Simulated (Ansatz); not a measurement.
# Ta4NiO11 (P1) in Ansatz: reference runs

How does Ta4NiO11 come out in PBE? The cell is run as given and disturbed, then over a range of volumes.

Everything below comes from runs of Ansatz 0.2.0. Logs are shortened: lines on timing, memory, paths and dates and some standing lists are left out, and cuts for length are marked.

## Step 1: The crystal as given

The typed cell holds 16 atoms: a = 5.293 Å, b = 5.336 Å, c = 7.911 Å, α = 90.30°, β = 93.72°, γ = 90.45°.

The cell was built by a generator and needn't be a form met in nature.

## Step 2: Single point, PBE, collinear spin, ferromagnetic start

The input, input.yaml:

```yaml
crystal:
  lattice:
    - [5.29285, -0.00032, -0.02518]
    - [-0.0419, 5.33569, 0.0234]
    - [-0.4762, -0.07999, 7.89609]
  atoms:
    - { symbol: Ta, position: [0.52261, 0.46364, 0.51843] }
    - { symbol: Ta, position: [0.55532, 0.53163, 0.98083] }
    - { symbol: Ta, position: [0.02338, 0.98832, 0.50961] }
    - { symbol: Ta, position: [0.04916, 0.02484, 0.01689] }
    - { symbol: Ni, position: [0.06538, 0.57998, 0.26898], spin: 1.0 }
    - { symbol: O, position: [0.96711, 0.93834, 0.23892] }
    - { symbol: O, position: [0.21005, 0.28324, 0.4299] }
    - { symbol: O, position: [0.27287, 0.71995, 0.06145] }
    - { symbol: O, position: [0.33888, 0.2382, 0.03682] }
    - { symbol: O, position: [0.30665, 0.75341, 0.45874] }
    - { symbol: O, position: [0.50103, 0.44858, 0.74991] }
    - { symbol: O, position: [0.70564, 0.16332, 0.48732] }
    - { symbol: O, position: [0.73302, 0.83358, 0.9406] }
    - { symbol: O, position: [0.85284, 0.36497, 0.07896] }
    - { symbol: O, position: [0.81889, 0.65561, 0.47584] }
    - { symbol: O, position: [0.07718, 0.01239, 0.7468] }
hamiltonian:
  xc: pbe
  pseudopotentials: { kind: paw }
magnetization:
  spin_polarized: true
kpoints:
  mp_grid: { grid: [5, 5, 4] }
scf:
  occupations: { method: fermi_dirac, width: 0.05 }
output:
  forces: true
  stress: true
  eigenvalues: true
  write_density: true
  write_potential: true
  elf: true
  volumetric_format: npy
```

Potentials or basis: Ansatz PAW.

Command:

```bash
> ansatz run input.yaml --threads 8 --pin off --max-ram 20480MiB --backend cpu --events-out ev --progress --plain --runs-dir out
```

The program printed:

```text
Warning: RAYON_NUM_THREADS=8 ignored (pool sized by the plan → 8); use --threads N
Engine: ansatz 0.2.0, aarch64-unknown-linux-gnu
Pseudopotentials: kind: paw
Pseudopotential: Ta, paw, valence charge 13, recommended cutoff 420 eV (normal), Ta.paw.azcp
Pseudopotential: Ni, paw, valence charge 18, recommended cutoff 420 eV (normal), Ni.paw.azcp
Pseudopotential: O, paw, valence charge 6, recommended cutoff 420 eV (normal), O.paw.azcp
Functional definition: PBE
  parameter kappa = 0.804
  parameter beta = 0.06672455060314922
  exchange = pbe_x(kappa = kappa, mu = beta*pi^2/3)
  correlation = pbe_c(beta = beta)
Crystal: 16 atoms, lattice volume = 222.939 Å³
Basis set: ecut = 420 eV, 4345 PW (Γ), exchange–correlation on 72×72×108 points (8 copies of the dense FFT grid, shifted against one another)
Bands: 85, of which v1, the nominal top of the filled ones, is band 68 counted from 1 (67 counted from 0)
Symmetry: 1 space group operations
Space group: P1 (ITA 1), of the structure as read, at distance tolerance 6.1e-5 Å
Magnetic group: BNS 1.1 (UNI 1), of the structure as read, at distance tolerance 6.1e-5 Å
k-points: 51 of 100 (time reversal used)
Non-local potential: Ta, projectors of the file, l = 0: 3, l = 1: 2, l = 2: 2, l = 3: 1
Non-local potential: Ni, projectors of the file, l = 0: 3, l = 1: 2, l = 2: 3, l = 3: 1
Non-local potential: O, projectors of the file, l = 0: 2, l = 1: 2, l = 2: 1
PAW form: soft (Blöchl's): semilocal exchange-correlation on the pseudo side does not see the compensation charge
PAW one-centre angular grid: Ta, 590 points (default); XC on 64 Gauss nodes
PAW one-centre angular grid: Ni, 590 points (default); XC on 64 Gauss nodes
PAW one-centre angular grid: O, 110 points (default); XC on 64 Gauss nodes
Initial density: superposition of atomic densities (chi_scale 0.1, normalization cell, long waves kept (reshape's long-wave potential 0.14 eV rms))
Starting moments: Σ|m| = 1 μB on 1 of 16 sites
Initial wavefunctions: pseudopotential atomic-orbital guess
[... 10 lines left out ...]
Mixer restart at iter 6: flushing history
SCF iter   7: F=—  HF=-51822.383997 eV  |F-HF|=—  |Δ(HF+E_count)|=   5.99e-3  Δρ=1.68e-3 (↑1.08e-3 ↓1.68e-3)  dr2=1.06e-2  dr2_m=2.55e-4  M=2.000 μB ∫|m|=2.090 μB  β_m=0.62  ethr=7.14e-6  ⟨swp⟩=2.0  Hψ=16005  notcnv=0  defer=969
SCF iter   8: F=—  HF=-51822.383089 eV  |F-HF|=—  |Δ(HF+E_count)|=   9.08e-4  Δρ=3.29e-4 (↑3.19e-4 ↓3.29e-4)  dr2=1.50e-3  dr2_m=4.19e-6  M=2.000 μB ∫|m|=2.091 μB  β_m=0.66  ethr=7.14e-6  ⟨swp⟩=2.0  Hψ=17197  notcnv=0  defer=964
SCF iter   9: F=—  HF=-51822.384526 eV  |F-HF|=—  |Δ(HF+E_count)|=   1.44e-3  Δρ=3.46e-4 (↑2.04e-4 ↓3.46e-4)  dr2=7.69e-4  dr2_m=1.73e-5  M=2.000 μB ∫|m|=2.090 μB  β_m=0.68  ethr=1.10e-6  ⟨swp⟩=2.0  Hψ=15708  notcnv=0  defer=964
SCF iter  10: F=—  HF=-51822.385096 eV  |F-HF|=—  |Δ(HF+E_count)|=   5.71e-4  Δρ=7.44e-5 (↑5.13e-5 ↓7.44e-5)  dr2=5.00e-5  dr2_m=8.21e-7  M=2.000 μB ∫|m|=2.090 μB  β_m=0.80  ethr=5.65e-7  ⟨swp⟩=2.0  Hψ=12388  notcnv=0  defer=964
SCF iter  11: F=—  HF=-51822.384957 eV  |F-HF|=—  |Δ(HF+E_count)|=   1.39e-4  Δρ=1.26e-4 (↑6.01e-5 ↓1.26e-4)  dr2=5.37e-5  dr2_m=2.74e-6  M=2.000 μB ∫|m|=2.091 μB  β_m=0.80  ethr=3.67e-8  ⟨swp⟩=2.0  Hψ=15606  notcnv=0  defer=964
SCF iter  12: F=—  HF=-51822.384965 eV  |F-HF|=—  |Δ(HF+E_count)|=   8.39e-6  Δρ=1.78e-5 (↑1.15e-5 ↓1.78e-5)  dr2=1.61e-6  dr2_m=4.89e-8  M=2.000 μB ∫|m|=2.090 μB  β_m=0.72  ethr=3.67e-8  ⟨swp⟩=2.0  Hψ=15096  notcnv=0  defer=964
SCF iter  13: F=—  HF=-51822.384966 eV  |F-HF|=—  |Δ(HF+E_count)|=   6.17e-7  Δρ=3.75e-6 (↑3.44e-6 ↓3.75e-6)  dr2=1.68e-7  dr2_m=5.38e-10  M=2.000 μB ∫|m|=2.090 μB  β_m=0.86  ethr=1.18e-9  ⟨swp⟩=2.0  Hψ=15351  notcnv=0  defer=964
SCF iter  14: F=-51822.384966 eV  HF=-51822.384966 eV  |F-HF|=1.83e-8  |Δ(HF+E_count)|=   2.36e-7  Δρ=1.52e-6 (↑1.51e-6 ↓1.52e-6)  dr2=3.36e-8  dr2_m=4.21e-11  M=2.000 μB ∫|m|=2.090 μB  ethr=7.35e-11  ⟨swp⟩=14.3  Hψ=63288  notcnv=0
SCF 1 converged in 14 iterations: F = -51822.384966 eV  dr2 = 3.36e-8
SCF converged after 14 iterations
Magnetization: 2.0000 μB (69.0000 up, 67.0000 down)
Absolute magnetization: 2.0903 μB (∫|ρ↑−ρ↓|, with the PAW one-centre terms)
Spin contamination: 0.0047 ħ² per cell (⟨S²⟩ above its minimum at these occupations)
Per-site moments (μB) at R_I (Å): [(0.002403606209648339, 0.7607659291198434), (0.002816920033080554, 0.7758208060523252), (0.000645096646137556, 0.7767540663396234), (0.0028738458674242356, 0.7817019062428938), (1.5080946760078835, 0.8237619090664448), (0.09024189394526516, 0.7817019062428938), (0.03829530635585958, 0.8163890705282184), (0.06097108587053399, 0.8033058943111275), (0.003538876076460162, 0.7839108297365748), (0.07388161586493473, 0.8131440673273178), (0.0017299987304591339, 0.7607659291198434), (0.0032111156353388237, 0.7846674614680175), (0.0044720017782613536, 0.7828853763416509), (0.04330733971230094, 0.7981614506804643), (0.04998880302019921, 0.7901011777137245), (0.003833772561865752, 0.7767540663396234)]
Free energy (F): -51822.384966 eV
Harris-Foulkes:  -51822.384966 eV  (|F-HF|=1.83e-8)
Internal energy: -51822.384965 eV  (E = F + TS)
E sigma→0 (E₀):  -51822.384966 eV
Entropy (-TS):   -0.000001 eV (-0.000 meV/atom)
Fermi energy:    8.133521 eV
--- Per-component energies (eV) ---
  E_band       = -1568.346563
  E_kinetic    = 3645.487431
  E_local      = -14639.065284  (includes V_loc(G=0)·N_el)
  E_nonlocal   = 1229.734859
  E_hartree    = 5758.650055
  E_xc         = -1758.543651
  E_vxc        = -1944.903341  (∫ρ·V_xc dr)
  E_paw        = -36960.121196  (= ΣΔE_a)
  E_vpaw       = -1376.930546  (= ΣTr[D̂ρ^β])
  E_aug_tail   = 0.028049  (compensation charges beyond the density's cutoff)
  E_ewald      = -9098.555228
  E_smearing   = -0.000001  (= −TS)
  E_closure    = 0.000000  (closes the sum)
  Σ components = -51822.384966   (vs F -51822.384966, Δ=0.00e0)
--- Forces (eV/Å), atoms counted from 1 ---
  atom   1  Ta    -0.00247752     0.00299616    -0.00138883
  atom   2  Ta     0.00584054    -0.00179013    -0.00134840
  atom   3  Ta    -0.00174544     0.00217332     0.00220805
  atom   4  Ta     0.00502065    -0.00537470     0.00455523
  atom   5  Ni     0.00078375    -0.00098084     0.00024018
  atom   6  O      0.00193339    -0.00047065    -0.00350302
[... 8 lines left out ...]
  atom  15  O     -0.00205293     0.00198075     0.00019628
  atom  16  O      0.00182835    -0.00124091    -0.00257298
  max |Σ_I F_I| component: 2.03e-5 eV/Å
--- Stress (GPa, compression-positive) ---
       -0.006336       0.000706      -0.012434
        0.000709      -0.003676       0.010085
       -0.012435       0.010081      -0.000481
  P = ⅓ Tr σ = -0.0035 GPa (-0.035 kbar)
--- Band table (eV; the first three rows and the last of 102) ---
  k-point 0 ↑: bands = ["-96.3610", "-60.8160", "-60.7543", "-60.7163", "-60.6487", "-56.8535", "-56.8073", "-56.5580", "-27.6966", "-27.5138", "-27.4248", "-27.4168", "-27.3793", "-27.3254", "-27.2915", "-27.2487", "-27.2215", "-27.1970", "-27.1737", "-27.1623", "-11.1934", "-10.8177", "-10.6396", "-10.2835", "-10.0307", "-9.8913", "-9.5825", "-9.5006", "-9.2234", "-8.9955", "-8.6647", "1.3244", "1.4135", "1.4963", "1.6103", "1.6673", "1.8901", "2.0056", "2.2041", "2.3510", "2.5532", "2.7637", "3.0055", "3.2172", "3.3392", "3.5149", "3.7699", "4.0613", "4.2661", "4.3237", "4.5195", "4.7540", "4.9996", "5.2835", "5.3786", "5.4676", "5.5371", "5.7054", "5.8487", "5.9187", "6.0101", "6.1908", "6.2587", "6.3017", "6.5753", "6.7294", "6.7676", "7.1640", "7.3459", "9.8958", "10.0234", "10.3926", "10.6016", "10.6915", "11.1250", "11.5141", "11.9084", "12.2284", "12.3780", "12.5021", "12.6726", "12.8992", "13.0904", "13.8589", "14.2398"]
  k-point 1 ↑: bands = ["-96.3610", "-60.8160", "-60.7543", "-60.7163", "-60.6487", "-56.8535", "-56.8073", "-56.5580", "-27.6955", "-27.5150", "-27.4247", "-27.4168", "-27.3790", "-27.3248", "-27.2871", "-27.2467", "-27.2219", "-27.1982", "-27.1742", "-27.1677", "-11.1554", "-10.8817", "-10.5969", "-10.2832", "-10.0177", "-9.8253", "-9.5813", "-9.4998", "-9.2266", "-9.1172", "-8.6654", "1.3156", "1.4117", "1.5079", "1.6468", "1.6918", "1.9571", "2.0484", "2.2325", "2.3455", "2.6865", "2.8234", "3.0952", "3.1931", "3.3918", "3.4882", "3.6272", "3.9505", "4.0595", "4.3361", "4.4796", "4.7073", "4.9871", "5.1817", "5.3419", "5.3981", "5.6174", "5.7010", "5.8353", "5.9702", "6.0854", "6.1939", "6.2635", "6.3142", "6.5633", "6.7247", "6.7795", "7.1545", "7.3491", "9.8915", "10.0200", "10.4410", "10.7448", "10.9062", "11.1381", "11.5323", "11.9188", "12.1811", "12.2905", "12.4577", "12.7141", "12.9366", "13.0707", "13.3288", "14.0058"]
  k-point 2 ↑: bands = ["-96.3610", "-60.8160", "-60.7543", "-60.7163", "-60.6487", "-56.8535", "-56.8073", "-56.5580", "-27.6944", "-27.5162", "-27.4247", "-27.4167", "-27.3788", "-27.3243", "-27.2825", "-27.2434", "-27.2227", "-27.2004", "-27.1765", "-27.1715", "-11.0989", "-10.9537", "-10.5656", "-10.2829", "-10.0101", "-9.7123", "-9.5753", "-9.4961", "-9.3038", "-9.2132", "-8.6659", "1.2666", "1.4363", "1.5132", "1.6432", "1.7316", "1.9535", "2.1625", "2.3284", "2.4534", "2.7639", "2.8128", "3.2281", "3.2564", "3.3327", "3.4625", "3.5898", "3.8394", "3.9075", "4.2164", "4.4175", "4.6914", "4.7943", "5.0716", "5.3554", "5.3994", "5.5494", "5.7547", "5.9201", "6.0150", "6.1513", "6.1709", "6.2921", "6.3476", "6.5480", "6.7257", "6.7841", "7.1453", "7.3528", "9.8855", "10.0217", "10.4799", "10.8157", "11.1577", "11.4664", "11.7504", "11.7704", "12.0287", "12.1151", "12.3031", "12.6331", "12.8852", "12.9676", "13.1807", "13.6441"]
  k-point 50 ↓: bands = ["-94.3847", "-60.8132", "-60.7511", "-60.7132", "-60.6480", "-54.8379", "-54.8320", "-54.7689", "-27.6933", "-27.5134", "-27.4101", "-27.3964", "-27.3533", "-27.3036", "-27.2889", "-27.2603", "-27.2420", "-27.2004", "-27.1814", "-27.1685", "-10.9533", "-10.5410", "-10.1962", "-10.1117", "-10.0153", "-9.8198", "-9.7054", "-9.5709", "-9.5516", "-9.0721", "-8.8554", "1.3396", "1.5193", "1.7828", "1.9013", "1.9664", "2.0640", "2.4103", "2.5311", "2.6413", "2.9430", "3.0528", "3.2167", "3.3865", "3.5596", "3.7850", "3.9108", "4.1111", "4.2432", "4.4352", "4.5392", "4.7272", "4.9413", "5.0987", "5.2402", "5.3399", "5.4956", "5.6359", "5.7573", "5.9365", "6.0106", "6.1163", "6.2144", "6.3928", "7.1680", "7.2679", "7.3411", "8.8084", "9.1794", "10.3236", "10.4818", "10.7891", "10.9939", "11.0495", "11.3671", "11.5678", "11.7154", "12.0425", "12.2406", "12.4252", "12.5155", "12.9253", "13.5061", "13.7613", "14.5288"]
```

Wall time 62 s (8 threads of Arm Neoverse V1, shared host); peak memory 1.9 GiB.

Results:

- Free energy: -51822.3850 eV
- Pressure: 0.0 GPa
- Largest force: 0.010 eV/Å
- Band gap on the k mesh: 1.32 eV, indirect (least direct gap 1.41 eV)
- Net moment: 2.00 μB per cell
- Absolute moment: 2.09 μB per cell
- Site moments: Ta +0.00; Ni +1.51; O +0.09, +0.04, +0.06, +0.00, +0.07, +0.05 μB

Forces in eV/Å, atoms in the order of the input:
```
Ta  -0.002  0.003 -0.001
Ta   0.006 -0.002 -0.001
Ta  -0.002  0.002  0.002
Ta   0.005 -0.005  0.005
Ni   0.001 -0.001  0.000
O    0.002  0.000 -0.004
O   -0.001 -0.001  0.000
O   -0.002  0.005  0.003
O   -0.004  0.000 -0.002
O    0.001 -0.002  0.003
O    0.004 -0.003  0.001
O    0.003 -0.003 -0.002
O   -0.003  0.001  0.001
O   -0.007  0.006 -0.003
O   -0.002  0.002  0.000
O    0.002 -0.001 -0.003
```

Levels at points of the mesh, in eV from the valence-band top:
Spin up:
```
            k point  band 67  band 68  band 69  band 70  band 71  band 72
 (0.00, 0.00, 0.00)    -0.68    -0.28    -0.10     2.45     2.58     2.95
(0.00, 0.00, -0.50)    -0.66    -0.30    -0.09     2.44     2.58     3.03
```
Spin down:
| k point | band 65 | band 66 | band 67 | band 68 | band 69 | band 70 |
| --- | --- | --- | --- | --- | --- | --- |
| (0.00, 0.00, 0.00) | -0.25 | -0.10 | -0.03 | 1.59 | 1.71 | 2.48 |
| (0.00, 0.00, -0.50) | -0.24 | -0.09 | -0.04 | 1.61 | 1.71 | 2.47 |

Caveat: odd divisions of the mesh miss points on the zone boundary, where band edges often lie, so the gap on the mesh can be too wide; the pressure holds a Pulay correction of +0.6 GPa for the finite cutoff; spin-orbit coupling is left out, which moves the levels of the heavy elements; a cell with one magnetic atom can't hold antiferromagnetic order, which such compounds often take. A k mesh can miss the band edges.

(Continued in part 2 of 3.)
